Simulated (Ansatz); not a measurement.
# CH7BFGeN: the cost of one run

Program: Ansatz 0.2.0. Level of theory: RKS PBE-D4/def2-SVP. These are calculated values, not measurements.

### 1 Starting point

Bond lengths: B1–Ge2 2.024 Å, Ge2–C3 1.928 Å, C3–N4 1.480 Å, C3–F5 1.382 Å, B1–H6 1.122 Å, B1–H7 1.224 Å, Ge2–H8 1.561 Å, Ge2–H9 1.543 Å, C3–H10 1.134 Å, N4–H11 0.984 Å, N4–H12 1.095 Å. Angles (14 of 18 angles, heavy atoms first): B1–Ge2–C3 108.4°, Ge2–C3–N4 112.0°, Ge2–C3–F5 111.6°, N4–C3–F5 111.2°, B1–Ge2–H8 109.8°, B1–Ge2–H9 108.3°, C3–Ge2–H8 108.2°, C3–Ge2–H9 109.9°, Ge2–B1–H6 123.9°, Ge2–B1–H7 117.5°, Ge2–C3–H10 108.5°, N4–C3–H10 103.4°, F5–C3–H10 109.9°, C3–N4–H11 112.1°.

Structure file:

```xyz
12

B    -0.1943    1.6177    1.3591
Ge   -0.8497    0.6526   -0.2949
C     0.5041   -0.6062   -0.8434
N     0.8470   -1.5566    0.2383
F     0.1393   -1.2736   -1.9973
H     0.8122    1.4482    1.8240
H    -0.9187    2.4822    1.8337
H    -1.0627    1.6753   -1.4545
H    -2.1493   -0.0974    0.0649
H     1.4730   -0.0423   -1.0138
H     1.5380   -2.1999   -0.0400
H    -0.0618   -2.1551    0.3580
```

### 2 Relaxing end A

The input, input.yaml:

```yaml
crystal:
  periodic: [false, false, false]
  atoms:
    - { symbol: B, position_ang: [-0.1943, 1.6177, 1.3591] }
    - { symbol: Ge, position_ang: [-0.8497, 0.6526, -0.2949] }
    - { symbol: C, position_ang: [0.5041, -0.6062, -0.8434] }
    - { symbol: "N", position_ang: [0.847, -1.5566, 0.2383] }
    - { symbol: F, position_ang: [0.1393, -1.2736, -1.9973] }
    - { symbol: H, position_ang: [0.8122, 1.4482, 1.824] }
    - { symbol: H, position_ang: [-0.9187, 2.4822, 1.8337] }
    - { symbol: H, position_ang: [-1.0627, 1.6753, -1.4545] }
    - { symbol: H, position_ang: [-2.1493, -0.0974, 0.0649] }
    - { symbol: H, position_ang: [1.473, -0.0423, -1.0138] }
    - { symbol: H, position_ang: [1.538, -2.1999, -0.04] }
    - { symbol: H, position_ang: [-0.0618, -2.1551, 0.358] }
basis:
  gaussian: { orbitals: def2-SVP }
hamiltonian:
  xc: pbe
  dispersion: d4
relax:
  f_tol: 0.02
  max_steps: 50
output:
  orbitals: {}
```

Command:

```sh
> ansatz run input.yaml --threads 2 --pin off --max-ram 3072MiB --backend cpu --events-out ev --progress --plain --runs-dir out
```

What time and memory should one allow on 2 threads of Arm Neoverse V2, shared host?

About 1.7 min, with a peak of 0.19 GiB.
